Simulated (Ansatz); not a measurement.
# GeH3F (fluorogermane): PBE-QIDH/aug-cc-pVDZ

Aim: the vertical ionisation energy of GeH3F (fluorogermane) at PBE-QIDH/aug-cc-pVDZ, from 2 runs. 

The results are computed with Ansatz 0.2.0.

55 further runs of the same task are left out: 6 that didn't finish, 49 set aside as unsound or not needed.

### 1 Starting point

GeH3F: 5 atoms, total charge 0, spin state singlet. SMILES: `[F][GeH3]`. Geometry: relaxed at PBE0-D4/def2-TZVP.

Bond lengths: F1–Ge2 1.742 Å, Ge2–H3 1.533 Å, Ge2–H4 1.533 Å, Ge2–H5 1.533 Å. Angles: F1–Ge2–H3 106.2°, F1–Ge2–H4 106.2°, F1–Ge2–H5 106.3°, H3–Ge2–H4 112.5°, H3–Ge2–H5 112.5°, H4–Ge2–H5 112.5°.

### 2 The energy at PBE-QIDH/aug-cc-pVDZ

run.yaml

```yaml
crystal:
  periodic: [false, false, false]
  atoms:
    - {symbol: F, position_ang: [-1.046500, 0.474300, 1.162200]}
    - {symbol: Ge, position_ang: [0.068200, -0.041600, -0.072800]}
    - {symbol: H, position_ang: [1.331000, -0.512000, 0.658600]}
    - {symbol: H, position_ang: [-0.627800, -1.178000, -0.831200]}
    - {symbol: H, position_ang: [0.325100, 1.183600, -0.958100]}
basis:
  gaussian:
    orbitals: aug-cc-pVDZ
hamiltonian:
  xc: {name: PBE-QIDH}
correlation:
  frozen_orbitals: {F: 1, Ge: 9, H: 0}
accuracy: high
output: {orbitals: {seedname: orbitals}}
```

Started as:

```console
$ ansatz run run.yaml --threads 1 --pin off --max-ram 3480MiB --events-out events.jsonl --progress --plain --runs-dir runs
```

Output:

```text
Warning: RAYON_NUM_THREADS=1 ignored (pool sized by the plan → 1); use --threads N
Functional definition: PBE-QIDH
  name "PBE-QIDH"
  parameter a = 3^(-1/3)
  parameter c = 1/3
  exchange = (1 - a)*pbe_x + a*exact_x
  correlation = (1 - c)*pbe_c + c*(mp2_os + mp2_ss)
1740 factors; integrals over basis functions are off by at most 4.5e-9 eV
mean field evaluation 1: about -59258.4533 eV, gradient 2.9e1 eV
mean field evaluation 2: about -59258.4652 eV, gradient 2.9e1 eV
mean field evaluation 4: about -59259.8868 eV, gradient 1.0e0 eV
mean field evaluation 8: about -59259.8916 eV, gradient 7.2e-3 eV
mean field evaluation 16: about -59259.8916 eV, gradient 6.7e-7 eV
mean field -59259.89164033 eV, -2177.7608499848 hartree, gradient 8.1e-8 eV, S^2 0.000000; 0 other end points of the search recorded, 0 dependent functions left out
10 core orbitals not correlated: weight in the atoms' cores, before any rotation towards them, 1.000 or more for the frozen orbitals, at most 0.000 for the correlated occupied ones
reference -59259.89164193 eV, -2177.7608500437 hartree; 12, 12 occupied and 64, 64 virtual orbitals, 1740 factors
second order -10.47730912 eV of doubles, -0.00000000 eV of singles
Total energy: -59263.38407830 eV, -2177.8891947131 hartree
```

It took 7.2 s on 1 thread of Arm Neoverse V2, shared host; peak memory 0.26 GiB.

### 3 The doublet cation, same level

job.yaml

```yaml
crystal:
  periodic: [false, false, false]
  atoms:
    - {symbol: F, position_ang: [-1.046500, 0.474300, 1.162200]}
    - {symbol: Ge, position_ang: [0.068200, -0.041600, -0.072800]}
    - {symbol: H, position_ang: [1.331000, -0.512000, 0.658600]}
    - {symbol: H, position_ang: [-0.627800, -1.178000, -0.831200]}
    - {symbol: H, position_ang: [0.325100, 1.183600, -0.958100]}
basis:
  gaussian:
    orbitals: aug-cc-pVDZ
hamiltonian:
  xc: {name: PBE-QIDH}
output:
  orbitals: {seedname: orbitals}
correlation:
  frozen_orbitals: {F: 1, Ge: 9, H: 0}
accuracy: high
total_charge: 1
magnetization:
  spin_polarized: true
  initial_magnetization: 1
```

Started as:

```console
$ ansatz run job.yaml --threads 1 --pin off --max-ram 3480MiB --events-out events.jsonl --progress --plain --runs-dir runs
```

Output (excerpt; [...] marks lines left out):

```text
Warning: RAYON_NUM_THREADS=1 ignored (pool sized by the plan → 1); use --threads N
[... 2 set-up lines as earlier in the session ...]
[...]
1739 factors; integrals over basis functions are off by at most 4.5e-9 eV
[...]
mean field -59247.31733686 eV, -2177.2987528554 hartree, gradient 2.5e-8 eV, S^2 0.787793; 4 other end points of the search recorded, 0 dependent functions left out
10 core orbitals not correlated: weight in the atoms' cores, before any rotation towards them, 1.000 or more for the frozen orbitals, at most 0.000 for the correlated occupied ones
reference -59247.31733867 eV, -2177.2987529219 hartree; 12, 11 occupied and 64, 65 virtual orbitals, 1739 factors
second order -10.30028267 eV of doubles, -0.00000000 eV of singles
Total energy: -59250.75076622 eV, -2177.4249290574 hartree
```

Run time: 50 s. Hardware: 1 thread of Arm Neoverse V2, shared host; peak memory 0.51 GiB.

### 4 Summary of results

Level: PBE-QIDH/aug-cc-pVDZ, 10 core orbitals frozen.

```
                                                                quantity           value
                                             singlet GeH3F: total energy  -2177.88919 Eh
                        singlet GeH3F: HOMO energy (SCF part's orbitals)       -12.02 eV
                        singlet GeH3F: LUMO energy (SCF part's orbitals)         0.59 eV
                      singlet GeH3F: HOMO–LUMO gap (SCF part's orbitals)        12.61 eV
                                            doublet cation: total energy  -2177.42493 Eh
doublet cation: HOMO energy (SCF part's orbitals) (highest over α and β)       -18.61 eV
 doublet cation: LUMO energy (SCF part's orbitals) (lowest over α and β)       -13.10 eV
                                                    doublet cation: ⟨S²⟩           0.788
                      vertical ionisation energy (to the doublet cation)       12.633 eV
```

The vertical ionisation energy comes to 12.63 eV (1219 kJ/mol). −ε(HOMO) before ionisation, 12.02 eV, is 0.61 eV below this ionisation energy.
